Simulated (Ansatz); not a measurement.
# SnS: vertical ionisation energy

Aim: the vertical ionisation energy of SnS, as cation minus neutral at the neutral's geometry, on several levels, and how well −ε(HOMO) stands in for it.

The runs use Ansatz 0.2.0, Gaussian basis; unrestricted cation, the program's frozen cores in correlated methods.

The runs, in order: UKS PBE-D4/def2-TZVPP; UKS r2SCAN-D4/def2-TZVPP; UKS PBE0-D4/def2-TZVPP; UKS B3LYP-D4/def2-TZVPP; UKS wB97X-V/def2-TZVPP; UKS wB97M-V/def2-TZVPP; UKS B2PLYP/def2-TZVPP; UHF-CCSD(T)/def2-TZVPP; UHF-CCSD(T)/def2-QZVPP; extrapolation to the limit; then −ε(HOMO) from the neutral's earlier runs with LDA (SPW92), PBE-D4, revPBE-D4, BLYP-D4, r2SCAN-D4, B97M-V, PBE0-D4, B3LYP-D4, r2SCANh-D4, r2SCAN0-D4, HSE06-D4, BHLYP-D4, CAM-B3LYP-D4, LC-ωPBE, ωB97X-V, ωB97M-V.

## 1. The geometry

The geometry comes from an earlier relaxation with PBE0-D4/def2-TZVP; it is a stationary point. Sn takes the def2 core potential; no spin-orbit term is included.

SMILES `[S][Sn]`, 2 atoms, charge 0, spin multiplicity 1.

Atoms are counted from 1 here; the program's logs count them from 0.

Bond lengths: S1–Sn2 2.203 Å.

## 2. Cation, UKS PBE-D4/def2-TZVPP

The input, in.yaml:

```yaml
crystal:
  periodic: [false, false, false]
  atoms:
    - {symbol: S, position_ang: [-0.000000, 0.000000, 0.002789]}
    - {symbol: Sn, position_ang: [0.000000, -0.000000, 2.206237]}
basis:
  gaussian: {orbitals: def2-TZVPP}
total_charge: 1
magnetization: {spin_polarized: true, initial_magnetization: 1}
hamiltonian: {xc: pbe, dispersion: d4}
```

Command:

```sh
$ ansatz run in.yaml --threads 2 --pin off --events-out ev --progress --plain --max-ram 32768MiB --backend cpu
```

Further steps of the session: Cation, UKS r2SCAN-D4/def2-TZVPP; Cation, UKS PBE0-D4/def2-TZVPP; Cation, UKS B3LYP-D4/def2-TZVPP; Cation, UKS wB97X-V/def2-TZVPP; Cation, UKS wB97M-V/def2-TZVPP; Cation, UKS B2PLYP (frozen core)/def2-TZVPP; Cation, UHF-CCSD(T)/def2-TZVPP; Cation, UHF-CCSD(T)/def2-QZVPP.

Q: Predict the results of all the runs planned. Wanted: ionisation energy, CCSD(T)/CBS; nearest functional by difference; nearest −ε(HOMO); −ε(HOMO) of PBE; T1 of the cation.

The runs gave:

| quantity | value |
| --- | --- |
| ionisation energy, CCSD(T)/CBS | 9.58 eV |
| nearest functional by difference | PBE-D4 (-0.11 eV) |
| nearest −ε(HOMO) | ωB97X-V (-0.12 eV) |
| −ε(HOMO) of PBE | 6.34 eV |
| T1 of the cation | 0.017 |

In words: By cation minus neutral, the functionals miss by 0.32 eV at most. The PBE orbital energy is 3.2 eV too small: a semilocal HOMO is no ionisation energy. Among orbital estimates ωB97X-V comes nearest. Hartree-Fock falls 1.59 eV short, as the neutral has more correlation energy than the cation. Correlated methods include outer-core shells of Sn, which these sets cover unevenly. With outer-core shells in play the reference is unsure by up to some tenths of an eV, so close misses can't be ranked.
